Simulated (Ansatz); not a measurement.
# H₆NOPSi: how energies converge with the basis set

An exercise on one series of results from a longer session: the logs are not shown, and one member is left open.

Method: one geometry, several basis sets; program: Ansatz 0.2.0, Gaussian basis.

The runs, in order: PBE0-D4/def2-SVP; ωB97M-V/def2-SVP; PBE0-D4/def2-QZVPP; ωB97M-V/def2-QZVPP; the functionals' def2-TZVPP values are taken from earlier runs.

## Structure used throughout

An earlier PBE0-D4 in a triple-zeta def2 set relaxation fixed the geometry.

10 atoms, charge 0, spin multiplicity 1.

Atoms are counted from 1 here; the program's logs count them from 0.

Bond lengths: N1–Si2 1.702 Å, N1–H5 1.006 Å, N1–H6 1.006 Å, Si2–O3 1.658 Å, Si2–H7 1.478 Å, Si2–H8 1.483 Å, O3–P4 1.644 Å, P4–H9 1.426 Å, P4–H10 1.424 Å. Angles: Si2–N1–H5 121.6°, Si2–N1–H6 122.6°, H5–N1–H6 112.0°, N1–Si2–O3 115.9°, N1–Si2–H7 109.2°, N1–Si2–H8 106.5°, O3–Si2–H7 103.5°, O3–Si2–H8 108.4°, H7–Si2–H8 113.6°, Si2–O3–P4 125.5°, O3–P4–H9 99.1°, O3–P4–H10 98.4°, H9–P4–H10 91.9°.

The first run:

The input, in.yaml:

```yaml
crystal:
  periodic: [false, false, false]
  atoms:
    - {symbol: N, position_ang: [-0.755915, 1.615279, 0.394599]}
    - {symbol: Si, position_ang: [0.052445, 0.251578, 1.013352]}
    - {symbol: O, position_ang: [0.816775, -0.706957, -0.103507]}
    - {symbol: P, position_ang: [0.074756, -1.548658, -1.304442]}
    - {symbol: H, position_ang: [-1.697890, 1.557219, 0.046103]}
    - {symbol: H, position_ang: [-0.267061, 2.415333, 0.029591]}
    - {symbol: H, position_ang: [1.152476, 0.698028, 1.893953]}
    - {symbol: H, position_ang: [-0.971490, -0.565319, 1.709031]}
    - {symbol: H, position_ang: [0.805236, -1.041064, -2.418784]}
    - {symbol: H, position_ang: [0.873865, -2.726639, -1.256995]}
basis:
  gaussian: {orbitals: def2-SVP}
hamiltonian: {xc: pbe0, dispersion: d4}
output: {orbitals: {seedname: orbitals}}
```

Command:

```
$ ansatz run in.yaml --threads 2 --pin off --events-out ev --progress --plain --max-ram 4352MiB
```

Steps of the session up to this table: PBE0-D4 in def2-SVP; ωB97M-V in def2-SVP; PBE0-D4 in def2-QZVPP; ωB97M-V in def2-QZVPP.

One table of the session follows, with a row left open; its other results are not shown here.

```
functional       basis  HOMO (eV)  LUMO (eV)
   PBE0-D4    def2-SVP      -6.96       0.48
   PBE0-D4  def2-TZVPP          ?          ?
   PBE0-D4  def2-QZVPP      -7.10      -0.25
   ωB97M-V    def2-SVP      -9.18       2.50
   ωB97M-V  def2-TZVPP      -9.30       1.72
   ωB97M-V  def2-QZVPP      -9.34       1.36
```

Estimate the missing values for PBE0-D4, def2-TZVPP.

**Answer.** HOMO (eV): -7.06; LUMO (eV): -0.09. In the column «HOMO (eV)» it lies between PBE0-D4, def2-QZVPP (-7.10) and PBE0-D4, def2-SVP (-6.96).
